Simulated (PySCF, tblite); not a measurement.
# C₆H₁₂BNS: geometry, infrared bands and NMR shifts

What infrared bands and NMR shifts should C₆H₁₂BNS (`C#C[C@@H]1C[S@@+](C)[B@H-](C)N1`) show?

Computed with tblite 0.8.0 and PySCF 2.14.0, with density-fitted response routines of our own, on a single molecule in the gas phase. Atoms count from 0, in the outputs and in this text.

**1. The molecule as given**

21 atoms, charge 0, multiplicity 1; geometry from: force field or distance geometry start.

Bonds of the start (Å): C0–C1 1.22, C1–C2 1.46, C2–C3 1.51, C3–S4 1.78, S4–C5 1.75, S4–B6 1.87, B6–C7 1.59, B6–N8 1.54, N8–C2 1.43, C0–H9 1.05, C2–H10 1.11, C3–H11 1.11, C3–H12 1.11, C5–H13 1.13, C5–H14 1.09, C5–H15 1.13, B6–H16 1.16, C7–H17 1.12, C7–H18 1.10, C7–H19 1.11, N8–H20 1.02.

**2. Optimising the geometry with GFN2-xTB**

What the job is given:

```
{"job": {"kind": "relax", "xc": "GFN2-xTB", "basis": "xTB"}, "charge": 0, "multiplicity": 1}
C      3.652300    -1.186000     1.195100
C      2.662800    -0.770000     0.608200
C      1.466200    -0.271100    -0.067900
C      0.996700     0.995700     0.600900
S     -0.781600     0.906900     0.570300
C     -1.529300     2.288800    -0.199100
B     -0.894400    -0.670800    -0.421200
C     -2.116200    -1.547100     0.110800
N      0.455400    -1.278500     0.003300
H      4.487600    -1.531800     1.720300
H      1.666700    -0.042400    -1.130700
H      1.279400     1.839100    -0.066300
H      1.363200     1.127200     1.644100
H     -0.782600     3.134800    -0.285900
H     -2.018500     2.131200    -1.160300
H     -2.321600     2.680500     0.505000
H     -0.974600    -0.404200    -1.551000
H     -2.926500    -1.465500    -0.655000
H     -1.875300    -2.620800     0.169100
H     -2.499200    -1.171400     1.081300
H      0.680400    -2.127700    -0.517100
```

The run is started by

```
$ OMP_NUM_THREADS=1 python probes_run.py task.json out
```

This one command runs all jobs of the session in turn.

**Question.** This job is followed by: GFN2-xTB harmonic vibrations, gas phase; GIAO PBE0/pcSseg-1 NMR shielding, non-relativistic, gas phase. Predict these results of the whole session: strongest single infrared mode (GFN2-xTB); zero-point energy (GFN2-xTB); 13C shifts against TMS (PBE0/pcSseg-1); 1H shifts against TMS (PBE0/pcSseg-1); 33S shifts against CS2 (PBE0/pcSseg-1); 11B shifts against BF3·OEt2 (PBE0/pcSseg-1); 15N shifts against NH3 (PBE0/pcSseg-1).

As calculated:

```
                                   quantity                                                                       value
  strongest single infrared mode (GFN2-xTB)                                                       1469 cm⁻¹, 288 km/mol
               zero-point energy (GFN2-xTB)                                                              105.1 kcal/mol
     13C shifts against TMS (PBE0/pcSseg-1)                                       90.3, 79.6, 48.6, 48.3, 18.0, 6.6 ppm
      1H shifts against TMS (PBE0/pcSseg-1)  4.98, 3.87, 3.78, 2.90, 2.34, 2.32, 1.85, 1.83, 1.62, 0.61, 0.50, 0.09 ppm
     33S shifts against CS2 (PBE0/pcSseg-1)                                                                     -67 ppm
11B shifts against BF3·OEt2 (PBE0/pcSseg-1)                                                                    40.4 ppm
     15N shifts against NH3 (PBE0/pcSseg-1)                                                                   152.9 ppm
```

In words: The optimisation took 181 steps and gained 1.681 eV; among the close pairs (by a distance rule), S4–B6 changed most, from 1.867 to 3.762 Å. All 57 modes are real, so the xTB geometry is a minimum. The strongest single mode, at 1469 cm⁻¹, is carried by N8, B6, H20. Unscaled tight-binding wavenumbers are off by several per cent, some by more. Its intensities can rank the bands wrongly. The structure rearranged or came apart on optimisation; the results belong to the end geometry, not to the formula as drawn. Shifts at one fixed geometry are not the observed spectrum, which averages over the motion. At PBE0/pcSseg-1: The widest tensor belongs to S4: span 336 ppm, with a paramagnetic part of -485 ppm.
